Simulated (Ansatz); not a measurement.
# C3H2F4: how energies converge with the basis set

One table from this session's results is given with a row withheld; the runs are named, their logs left out.

Computed with Ansatz 0.2.0, Gaussian basis. Level: one geometry, several basis sets.

Levels to be run: PBE0-D4/def2-SVP; ωB97M-V/def2-SVP; PBE0-D4/def2-QZVPP; ωB97M-V/def2-QZVPP; the functionals' def2-TZVPP values are taken from earlier runs.

### The relaxed structure

An earlier PBE0-D4 in a triple-zeta def2 set relaxation fixed the geometry.

SMILES `F[C@H]1[C@H](F)C1(F)F`, 9 atoms, charge 0, spin multiplicity 1.

Atoms are counted from 1 here; the program's logs count them from 0.

Bond lengths: F1–C2 1.348 Å, C2–C3 1.508 Å, C2–C5 1.492 Å, C2–H8 1.087 Å, C3–F4 1.348 Å, C3–C5 1.492 Å, C3–H9 1.087 Å, C5–F6 1.332 Å, C5–F7 1.332 Å. Angles: F1–C2–C3 119.1°, F1–C2–C5 121.1°, F1–C2–H8 114.5°, C3–C2–C5 59.6°, C3–C2–H8 116.5°, C5–C2–H8 115.4°, C2–C3–F4 119.1°, C2–C3–C5 59.6°, C2–C3–H9 116.5°, F4–C3–C5 121.1°, F4–C3–H9 114.5°, C5–C3–H9 115.4°, C2–C5–C3 60.7°, C2–C5–F6 120.3°, C2–C5–F7 117.9°, C3–C5–F6 117.9°, C3–C5–F7 120.3°, F6–C5–F7 111.4°.

Coordinates:

```xyz
9
C3H2F4
F    -0.9032   -0.4722    1.7003
C     0.0466   -0.4636    0.7433
C    -0.3713   -0.3664   -0.7027
F     0.2512   -1.1369   -1.6175
C     0.3354    0.7699   -0.0439
F    -0.3541    1.8871    0.1805
F     1.6058    1.0354   -0.3432
H     0.9078   -1.0906    0.9585
H    -1.4297   -0.2089   -0.8925
```

Set-up of the first run:

The input, in.yaml:

```yaml
crystal:
  periodic: [false, false, false]
  atoms:
    - {symbol: F, position_ang: [-0.903172, -0.472181, 1.700329]}
    - {symbol: C, position_ang: [0.046581, -0.463634, 0.743301]}
    - {symbol: C, position_ang: [-0.371318, -0.366409, -0.702701]}
    - {symbol: F, position_ang: [0.251171, -1.136851, -1.617542]}
    - {symbol: C, position_ang: [0.335429, 0.769945, -0.043883]}
    - {symbol: F, position_ang: [-0.354104, 1.887090, 0.180532]}
    - {symbol: F, position_ang: [1.605784, 1.035389, -0.343171]}
    - {symbol: H, position_ang: [0.907766, -1.090626, 0.958496]}
    - {symbol: H, position_ang: [-1.429736, -0.208924, -0.892461]}
basis:
  gaussian: {orbitals: def2-SVP}
hamiltonian: {xc: pbe0, dispersion: d4}
output: {orbitals: {seedname: orbitals}}
```

On the command line:

```sh
> ansatz run in.yaml --threads 4 --pin off --events-out ev --progress --plain --max-ram 10444MiB
```

Among the steps run: PBE0-D4 in def2-SVP; ωB97M-V in def2-SVP; PBE0-D4 in def2-QZVPP; ωB97M-V in def2-QZVPP.

One table of the session follows, with a row left open; its other results are not shown here.

| functional | basis | HOMO (eV) | LUMO (eV) |
| --- | --- | --- | --- |
| PBE0-D4 | def2-SVP | ? | ? |
| PBE0-D4 | def2-TZVPP | -8.73 | 0.17 |
| PBE0-D4 | def2-QZVPP | -8.78 | -0.02 |
| ωB97M-V | def2-SVP | -10.92 | 2.78 |
| ωB97M-V | def2-TZVPP | -11.08 | 2.25 |
| ωB97M-V | def2-QZVPP | -11.14 | 1.70 |

Q: Estimate the row for PBE0-D4, def2-SVP from the others.

As computed: HOMO (eV): -8.59; LUMO (eV): 0.56. In the column «HOMO (eV)» it is the highest.
